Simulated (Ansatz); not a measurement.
# C2H3ClSi: how energies converge with the basis set

An exercise on one series of results from a longer session: the logs are not shown, and one member is left open.

Method: one geometry, several basis sets; program: Ansatz 0.2.0, Gaussian basis.

Levels to be run: PBE0-D4/def2-SVP; ωB97M-V/def2-SVP; PBE0-D4/def2-QZVPP; ωB97M-V/def2-QZVPP; the functionals' def2-TZVPP values are taken from earlier runs.

1 further run of the same task is left out (it didn't finish).

### Structure used throughout

All runs share one geometry, relaxed beforehand with PBE0-D4 in a triple-zeta def2 set.

SMILES `Cl[SiH]1C=C1`, 7 atoms, charge 0, spin multiplicity 1.

Atoms are counted from 1 here; the program's logs count them from 0.

Bond lengths: Cl1–Si2 2.048 Å, Si2–C3 1.787 Å, Si2–C4 1.787 Å, Si2–H5 1.473 Å, C3–C4 1.341 Å, C3–H6 1.083 Å, C4–H7 1.083 Å. Angles: Cl1–Si2–C3 122.2°, Cl1–Si2–C4 122.2°, Cl1–Si2–H5 107.1°, C3–Si2–C4 44.1°, C3–Si2–H5 124.7°, C4–Si2–H5 124.7°, Si2–C3–C4 68.0°, Si2–C3–H6 157.2°, C4–C3–H6 134.8°, Si2–C4–C3 68.0°, Si2–C4–H7 157.2°, C3–C4–H7 134.8°.

Set-up of the first run:

File in.yaml:

```yaml
crystal:
  periodic: [false, false, false]
  atoms:
    - {symbol: Cl, position_ang: [-1.827063, -1.759344, -0.559288]}
    - {symbol: Si, position_ang: [-0.694585, -0.052909, -0.520917]}
    - {symbol: C, position_ang: [0.282876, 0.410234, 0.902146]}
    - {symbol: C, position_ang: [1.041133, -0.070567, -0.094293]}
    - {symbol: H, position_ang: [-1.317916, 0.900508, -1.455289]}
    - {symbol: H, position_ang: [0.477428, 0.766235, 1.906720]}
    - {symbol: H, position_ang: [2.099427, -0.262258, -0.224775]}
basis:
  gaussian: {orbitals: def2-SVP}
hamiltonian: {xc: pbe0, dispersion: d4}
output: {orbitals: {seedname: orbitals}}
```

Launch:

```console
ansatz run in.yaml --threads 2 --pin off --events-out ev --progress --plain --max-ram 4352MiB
```

Steps of the session up to this table: PBE0-D4 in def2-SVP; ωB97M-V in def2-SVP; PBE0-D4 in def2-QZVPP; ωB97M-V in def2-QZVPP.

One of the session's tables, all rows but one given; the rest of the session is left out.

It belongs to the step «Density functionals: the series». 

```
functional       basis  HOMO (eV)
   PBE0-D4    def2-SVP      -7.62
   PBE0-D4  def2-TZVPP      -7.66
   PBE0-D4  def2-QZVPP          ?
   ωB97M-V    def2-SVP      -9.73
   ωB97M-V  def2-TZVPP      -9.80
   ωB97M-V  def2-QZVPP      -9.82
```

**Question.** Estimate the row for PBE0-D4, def2-QZVPP.

As computed: HOMO (eV): -7.67. In the column «HOMO (eV)» it lies between ωB97M-V, def2-SVP (-9.73) and PBE0-D4, def2-TZVPP (-7.66).
